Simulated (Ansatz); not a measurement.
**Al3Ni: further runs on the relaxed cell**

The task here is to estimate one member of a computed series from the others.

Computed with Ansatz 0.2.0 (DFT r2SCAN, scalar-relativistic, plane waves, PAW, unless a step's input says otherwise).

**The starting structure**

Symmetry: Pnma, No. 62, orthorhombic system. The conventional cell has a = 6.597 Å, b = 7.308 Å, c = 4.751 Å, α = 90.00°, β = 90.00°, γ = 90.00°. Al (site symmetry m) has 3 Ni at 2.43 to 2.67 Å and 6 Al at 2.78 to 2.87 Å in its first shell of neighbours. Al (site symmetry 1) is surrounded by 3 Ni at 2.43 to 2.46 Å and 7 Al at 2.71 to 2.87 Å. Ni (site symmetry m) is surrounded by 9 Al at 2.43 to 2.67 Å.

Structure file:

```cif
data_structure
_symmetry_space_group_name_H-M 'P 1'
_symmetry_Int_Tables_number 1
_cell_length_a 6.5971
_cell_length_b 7.3080
_cell_length_c 4.7514
_cell_angle_alpha 90.000
_cell_angle_beta 90.000
_cell_angle_gamma 90.000
_cell_volume 229.07
loop_
_atom_site_label
_atom_site_type_symbol
_atom_site_fract_x
_atom_site_fract_y
_atom_site_fract_z
_atom_site_occupancy
Al1 Al 0.00989 0.25000 0.91592 1
Al2 Al 0.17064 0.44303 0.36681 1
Al3 Al 0.17064 0.05697 0.36681 1
Al4 Al 0.32936 0.55697 0.86681 1
Al5 Al 0.67064 0.44303 0.13319 1
Al6 Al 0.82936 0.94303 0.63319 1
Al7 Al 0.67064 0.05697 0.13319 1
Al8 Al 0.82936 0.55697 0.63319 1
Al9 Al 0.32936 0.94303 0.86681 1
Al10 Al 0.50989 0.25000 0.58408 1
Al11 Al 0.99011 0.75000 0.08408 1
Al12 Al 0.49011 0.75000 0.41592 1
Ni1 Ni 0.87023 0.25000 0.44339 1
Ni2 Ni 0.37023 0.25000 0.05661 1
Ni3 Ni 0.12977 0.75000 0.55661 1
Ni4 Ni 0.62977 0.75000 0.94339 1
```

It goes back to an entry of the Materials Project, which need not be the stable form.

This cell was relaxed beforehand with the same method: volume 14.32 Å³/atom, gap on the mesh none (metal).

Set-up of the first run:

The input, input.yaml:

```yaml
crystal:
  lattice:
    - [6.5304534508, 0.0, 0.0]
    - [0.0, 7.2341892533, 0.0]
    - [0.0, 0.0, 4.7033984179]
  atoms:
    - { symbol: Al, position: [0.0098873199, 0.25, 0.9159166096] }
    - { symbol: Al, position: [0.1706374287, 0.4430347204, 0.3668128183] }
    - { symbol: Al, position: [0.1706374287, 0.0569652796, 0.3668128183] }
    - { symbol: Al, position: [0.3293625713, 0.5569652796, 0.8668128183] }
    - { symbol: Al, position: [0.6706374287, 0.4430347204, 0.1331871817] }
    - { symbol: Al, position: [0.8293625713, 0.9430347204, 0.6331871817] }
    - { symbol: Al, position: [0.6706374287, 0.0569652796, 0.1331871817] }
    - { symbol: Al, position: [0.8293625713, 0.5569652796, 0.6331871817] }
    - { symbol: Al, position: [0.3293625713, 0.9430347204, 0.8668128183] }
    - { symbol: Al, position: [0.5098873199, 0.25, 0.5840833904] }
    - { symbol: Al, position: [0.9901126801, 0.75, 0.0840833904] }
    - { symbol: Al, position: [0.4901126801, 0.75, 0.4159166096] }
    - { symbol: Ni, position: [0.8702332379, 0.25, 0.4433912597] }
    - { symbol: Ni, position: [0.3702332379, 0.25, 0.0566087403] }
    - { symbol: Ni, position: [0.1297667621, 0.75, 0.5566087403] }
    - { symbol: Ni, position: [0.6297667621, 0.75, 0.9433912597] }
basis:
  ecutwfc: 500
kpoints:
  mp_grid: { grid: [6, 6, 8] }
hamiltonian:
  xc: r2scan
scf:
  occupations: { method: gaussian, width: 0.1 }
output:
  forces: true
  stress: true
  eigenvalues: true
  write_density: true
  write_potential: true
  elf: true
  volumetric_format: npy
relax:
  adjacent_minimum: "off"
  f_tol: 0.01
  max_steps: 30
  cell: { stress_tol: 0.1, fix: [volume] }
```

Started as:

```
ansatz run input.yaml --threads 4 --pin off --max-ram 10240MiB --backend cpu --events-out ev --progress --plain --runs-dir out
```

Among the steps run: Volume × 0.97; Volume × 1.03; Volume × 0.94; Volume × 1.06; The cell scaled to 0.91 of its volume; Point at V/V0 = 1.10; Volume × 0.88.

One of the session's tables, all rows but one given; the rest of the session is left out.

It belongs to the step «Fit of the equation of state». 

```
volume (Å³/atom)  energy above the lowest point (meV/atom)  pressure (GPa)
          12.599                                     100.8           21.06
          13.029                                      53.5           14.48
          13.458                                      22.4            8.86
          13.888                                       5.3            4.09
          14.317                                       0.0           -0.01
          14.747                                       4.8           -3.49
          15.176                                         ?               ?
          15.749                                      47.2           -9.66
```

**Question.** Estimate the row for volume (Å³/atom) = 15.176.

Worked estimate for «energy above the lowest point (meV/atom)». A straight line through the neighbours (14.747, 4.8) and (15.749, 47.2) gives 4.8 + (47.2 − 4.8) × (15.176 − 14.747) / (15.749 − 14.747) = 23.0; a parabola fitted to 3 rows on both sides gives 17.6.

**Answer.** energy above the lowest point (meV/atom): 18.2; pressure (GPa): -6.42. In «energy above the lowest point (meV/atom)» the line misses by +4.8 and the parabola by -0.6.

Limits of these values: Spin polarisation is off in the runs that give these values; a magnetic solution could lie lower.
